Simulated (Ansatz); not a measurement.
# GaP: the cost of one run

Method: plane waves, PAW, in Ansatz 0.2.0.

4 further runs of the same task are left out: 4 that didn't finish.

### 1 The structure to begin with

It takes space group F-43m (No. 216, cubic). The conventional cell has a = 5.451 Å, b = 5.451 Å, c = 5.451 Å, α = 90.00°, β = 90.00°, γ = 90.00°. Ga (site symmetry -43m) has 4 P at 2.36 Å as nearest neighbours. P (site symmetry -43m) has 4 Ga at 2.36 Å as nearest neighbours.

Structure file:

```
CELL_PARAMETERS angstrom
0.00000 2.72540 2.72540
2.72540 0.00000 2.72540
2.72540 2.72540 0.00000
ATOMIC_POSITIONS crystal
Ga 0.00000 0.00000 0.00000
P 0.25000 0.25000 0.25000
```

The cell was relaxed beforehand with r2SCAN; those runs aren't shown.

### 2 PBE, anion s p, 6×6×6

Input file input.yaml:

```yaml
crystal:
  lattice:
    - [0.0, 2.7253992957, 2.7253992957]
    - [2.7253992957, 0.0, 2.7253992957]
    - [2.7253992957, 2.7253992957, 0.0]
  atoms:
    - { symbol: Ga, position: [0.0, 0.0, 0.0] }
    - { symbol: P, position: [0.25, 0.25, 0.25] }
kpoints:
  mp_grid: { grid: [6, 6, 6] }
  band_path:
    path:
      - [[0.0, 0.0, 0.0], [-0.5, -0.5, -7.878557920405e-34], [-0.375, -0.375, 0.25]]
      - [[-0.375, -5.793366411008e-18, 0.375], [0.0, 0.0, 0.0], [-1.066459834502e-16, -6.27494068055e-19, 0.5], [-0.5, -0.25, 0.25], [-0.5, -0.5, -7.878557920405e-34]]
    npoints: 10
hamiltonian:
  xc: pbe
scf:
  occupations: { method: fixed }
  n_extra_bands: 6
output:
  forces: false
  stress: false
  eigenvalues: true
  wannier:
    kmesh: [6, 6, 6]
    projections: [{ species: P, l: s, shell: 3 }, { species: P, l: p, shell: 3 }]
    minimise: true
    write_hr: true
    conv_tol: 1.0e-08
    max_iter: 3000
```

Run with:

```console
ansatz run input.yaml --threads 4 --pin off --max-ram 3686MiB --backend cpu --events-out ev --progress --plain --runs-dir out
```

What time and memory should one allow on 4 threads of Arm Neoverse N1, shared host?

About 2.4 s, with a peak of 0.35 GiB.
